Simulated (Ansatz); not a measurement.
# MgS: a single-point run

Wanted: a converged single-point run for MgS, and a check of what comes out. The structure is shown as the input types it.

Method: density functional or hybrid calculation with the settings of its input, plane waves, in Ansatz 0.2.0.

1 further run of the same task is left out (it didn't finish).

## (1) The structure to begin with

It takes space group Fm-3m (No. 225, cubic). The conventional cell has a = 5.203 Å, b = 5.203 Å, c = 5.203 Å, α = 90.00°, β = 90.00°, γ = 90.00°. Mg (site symmetry m-3m) is surrounded by 6 S at 2.60 Å. S (site symmetry m-3m) is surrounded by 6 Mg at 2.60 Å.

Coordinates:

```xyz
2
Lattice="0.0000 2.6015 2.6015 2.6015 0.0000 2.6015 2.6015 2.6015 0.0000" Properties=species:S:1:pos:R:3 pbc="T T T"
Mg    0.0000    0.0000    0.0000
S     2.6015    2.6015    2.6015
```

## (2) Running it

The input, input.yaml:

```yaml
crystal:
  lattice:
    - [0.0, 2.6015177399, 2.6015177399]
    - [2.6015177399, 0.0, 2.6015177399]
    - [2.6015177399, 2.6015177399, 0.0]
  atoms:
    - { symbol: Mg, position: [0.0, 0.0, 0.0] }
    - { symbol: S, position: [0.5, 0.5, 0.5] }
kpoints:
  mp_grid: { grid: [4, 4, 4] }
hamiltonian:
  xc: { exchange: pbe, correlation: pbe, exx: { coeff: -0.2, omega: 0.1 } }
scf:
  occupations: { method: fixed }
  n_extra_bands: 4
output:
  forces: true
  stress: true
  eigenvalues: true
```

Command:

```
$ ansatz run input.yaml --threads 4 --pin off --max-ram 3686MiB --backend cpu --events-out ev --progress --plain --runs-dir out
```

What happens when this is run?

Nothing was computed: the input was turned down at the start. Its message: «invalid value for `hamiltonian.xc.exx.coeff`: must be finite and in (0, 1]; got -0.2»

In the input, hamiltonian.xc.exx.coeff is -0.2. A value lies outside the range that the key allows.

The cure: set hamiltonian.xc.exx.coeff to 0.35.
